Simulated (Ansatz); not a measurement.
# C2H9BClN: basis-set convergence

How large a basis does C2H9BClN need? Two functionals are run in growing sets.

Computed with Ansatz 0.2.0, Gaussian basis. Level: one geometry, several basis sets.

Plan: PBE0-D4/def2-SVP; ωB97M-V/def2-SVP; PBE0-D4/def2-QZVPP; ωB97M-V/def2-QZVPP; the functionals' def2-TZVPP values are taken from earlier runs.

**1. The geometry**

All runs share one geometry, relaxed beforehand with PBE0-D4 in a triple-zeta def2 set.

SMILES `C[B-](C)([NH3+])Cl`, 14 atoms, charge 0, spin multiplicity 1.

Atoms are counted from 1 here; the program's logs count them from 0.

Bond lengths: C1–B2 1.598 Å, C1–H6 1.093 Å, C1–H7 1.098 Å, C1–H8 1.096 Å, B2–C3 1.598 Å, B2–N4 1.644 Å, B2–Cl5 1.891 Å, C3–H9 1.093 Å, C3–H10 1.096 Å, C3–H11 1.098 Å, N4–H12 1.016 Å, N4–H13 1.016 Å, N4–H14 1.016 Å. Angles: B2–C1–H6 110.0°, B2–C1–H7 112.2°, B2–C1–H8 113.4°, H6–C1–H7 106.5°, H6–C1–H8 106.5°, H7–C1–H8 107.8°, C1–B2–C3 116.9°, C1–B2–N4 107.3°, C1–B2–Cl5 111.6°, C3–B2–N4 107.3°, C3–B2–Cl5 111.6°, N4–B2–Cl5 100.7°, B2–C3–H9 110.0°, B2–C3–H10 113.4°, B2–C3–H11 112.2°, H9–C3–H10 106.5°, H9–C3–H11 106.5°, H10–C3–H11 107.8° and more.

Geometry (Å):

```mol
C2H9BClN
  3D, bonds by distance, orders not assigned

 14 13  0  0  0  0  0  0  0  0999 V2000
   -1.4685    0.3729    0.3592 C   0  0
    0.0415    0.3415   -0.1627 B   0  0
    1.1909    0.3261    0.9475 C   0  0
    0.2177   -1.0196   -1.0669 N   0  0
    0.3539    1.6724   -1.4689 Cl  0  0
   -1.6534    1.2972    0.9122 H   0  0
   -1.6863   -0.4527    1.0491 H   0  0
   -2.2084    0.3392   -0.4483 H   0  0
    1.1560    1.2476    1.5340 H   0  0
    2.2007    0.2620    0.5270 H   0  0
    1.0698   -0.5014    1.6585 H   0  0
    0.0796   -1.8587   -0.5100 H   0  0
    1.1489   -1.0421   -1.4734 H   0  0
   -0.4553   -1.0138   -1.8284 H   0  0
  1  2  8  0
  2  3  8  0
  2  4  8  0
  2  5  8  0
  1  6  8  0
  1  7  8  0
  1  8  8  0
  3  9  8  0
  3 10  8  0
  3 11  8  0
  4 12  8  0
  4 13  8  0
  4 14  8  0
M  END
```

**2. PBE0-D4 in def2-SVP**

in.yaml

```yaml
crystal:
  periodic: [false, false, false]
  atoms:
    - {symbol: C, position_ang: [-1.468518, 0.372911, 0.359209]}
    - {symbol: B, position_ang: [0.041538, 0.341496, -0.162672]}
    - {symbol: C, position_ang: [1.190878, 0.326136, 0.947469]}
    - {symbol: N, position_ang: [0.217652, -1.019617, -1.066911]}
    - {symbol: Cl, position_ang: [0.353855, 1.672355, -1.468921]}
    - {symbol: H, position_ang: [-1.653390, 1.297234, 0.912198]}
    - {symbol: H, position_ang: [-1.686261, -0.452730, 1.049094]}
    - {symbol: H, position_ang: [-2.208426, 0.339200, -0.448316]}
    - {symbol: H, position_ang: [1.156000, 1.247629, 1.533965]}
    - {symbol: H, position_ang: [2.200712, 0.261996, 0.526972]}
    - {symbol: H, position_ang: [1.069813, -0.501436, 1.658459]}
    - {symbol: H, position_ang: [0.079632, -1.858685, -0.509984]}
    - {symbol: H, position_ang: [1.148863, -1.042067, -1.473412]}
    - {symbol: H, position_ang: [-0.455347, -1.013823, -1.828449]}
basis:
  gaussian: {orbitals: def2-SVP}
hamiltonian: {xc: pbe0, dispersion: d4}
output: {orbitals: {seedname: orbitals}}
```

Launch:

```console
ansatz run in.yaml --threads 4 --pin off --events-out ev --progress --plain --max-ram 10444MiB
```

Further steps of the session: ωB97M-V in def2-SVP; PBE0-D4 in def2-QZVPP; ωB97M-V in def2-QZVPP.

Before running them: what should the planned runs give, taken together? Wanted: PBE0-D4: double and triple zeta above quadruple; ωB97M-V: double and triple zeta above quadruple.

As calculated:

```
                                       quantity           value
PBE0-D4: double and triple zeta above quadruple   9.79, 0.63 eV
ωB97M-V: double and triple zeta above quadruple  10.01, 0.60 eV
```

What this shows: PBE0-D4 gains 9.16 eV from double to triple zeta, then 0.63 eV more. These are total energies; as a rule much of such shifts cancels in differences, which this series doesn't test. The LUMO of ωB97M-V is positive and keeps falling with the basis (2.13 to 0.82 eV): an unbound level that the basis holds in place.
